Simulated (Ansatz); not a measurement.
Relaxation of a periodic cell of 17 atoms, Mg₈O₉ (host MgO, host structure Fm-3m, interstitial O), to a largest force component of 0.08 eV/Å in at most 25 steps.

All numbers below come from Ansatz, DFT PBE, scalar-relativistic, plane waves, PAW. Settings: accuracy low, PAW set soft_1, cutoff 420 eV, k mesh 2x2x2, fermi-dirac smearing 0.05 eV, spin collinear.

```xyz
17
Lattice="0.0000 3.8990 3.8990 3.8990 0.0000 3.8990 3.8990 3.8990 0.0000" Properties=species:S:1:pos:R:3
Mg 0.000 0.000 0.000
O 1.950 1.950 1.950
Mg 1.950 1.950 0.000
O 3.899 3.899 1.950
Mg 1.950 0.000 1.950
O 3.899 1.950 3.899
Mg 3.899 1.950 1.950
O 5.848 3.899 3.899
Mg 0.000 1.950 1.950
O 1.950 3.899 3.899
Mg 1.950 3.899 1.950
O 3.899 5.848 3.899
Mg 1.950 1.950 3.899
O 3.899 3.899 5.848
Mg 3.899 3.899 3.899
O 5.848 5.848 5.848
O 0.914 2.877 2.948
```

Task: Where does it end, and by what steps?

Result: The forces met the threshold. Limits of this set-up: coarse k mesh, a small cell, in which the defect meets its images, low accuracy level. After 13 steps the energy has fallen by 8.481 eV; O17 moved furthest, 1.04 Å. Parted: Mg11–O17 (1.76 → 2.83 Å). Joined: Mg3–O17 (3.16 → 1.98 Å).

```json
{"step": "0", "energy less start (eV)": "0.0000", "largest force component (eV/Å)": "6.283", "accepted": "yes"}
{"step": "1", "energy less start (eV)": "-3.4194", "largest force component (eV/Å)": "3.262", "accepted": "yes"}
{"step": "2", "energy less start (eV)": "-4.8039", "largest force component (eV/Å)": "0.483", "accepted": "yes"}
{"step": "3", "energy less start (eV)": "-4.8385", "largest force component (eV/Å)": "0.518", "accepted": "yes"}
{"step": "4", "energy less start (eV)": "-4.9197", "largest force component (eV/Å)": "1.036", "accepted": "yes"}
{"step": "5", "energy less start (eV)": "-5.1108", "largest force component (eV/Å)": "2.787", "accepted": "yes"}
{"step": "6", "energy less start (eV)": "-5.1796", "largest force component (eV/Å)": "2.739", "accepted": "yes"}
{"step": "7", "energy less start (eV)": "-6.2924", "largest force component (eV/Å)": "3.283", "accepted": "yes"}
{"step": "8", "energy less start (eV)": "-6.7648", "largest force component (eV/Å)": "3.140", "accepted": "yes"}
{"step": "9", "energy less start (eV)": "-7.3592", "largest force component (eV/Å)": "3.004", "accepted": "yes"}
{"step": "10", "energy less start (eV)": "-8.1889", "largest force component (eV/Å)": "0.718", "accepted": "yes"}
{"step": "11", "energy less start (eV)": "-8.4641", "largest force component (eV/Å)": "0.771", "accepted": "yes"}
{"step": "12", "energy less start (eV)": "-8.4801", "largest force component (eV/Å)": "0.120", "accepted": "yes"}
{"step": "13", "energy less start (eV)": "-8.4808", "largest force component (eV/Å)": "0.009", "accepted": "yes"}
```

```xyz
17
Lattice="0.0000 3.8990 3.8990 3.8990 0.0000 3.8990 3.8990 3.8990 0.0000" Properties=species:S:1:pos:R:3
Mg 0.054 0.221 -0.025
O 2.003 2.004 1.894
Mg 2.095 2.004 -0.056
O 3.953 3.954 1.894
Mg 2.042 0.055 1.894
O 3.953 2.004 3.843
Mg 3.953 2.035 2.060
O 5.902 3.954 3.843
Mg 0.054 1.973 1.727
O 2.003 3.953 3.843
Mg 1.965 3.953 1.894
O 3.952 5.428 4.318
Mg 1.911 2.004 3.843
O 3.953 3.954 5.792
Mg 3.953 3.787 3.812
O 5.902 5.903 5.792
O 0.053 2.480 3.368
```

Run time: 4.3 min on 1 thread of Arm Neoverse V1, with other jobs on the host, peak memory 0.75 GiB.
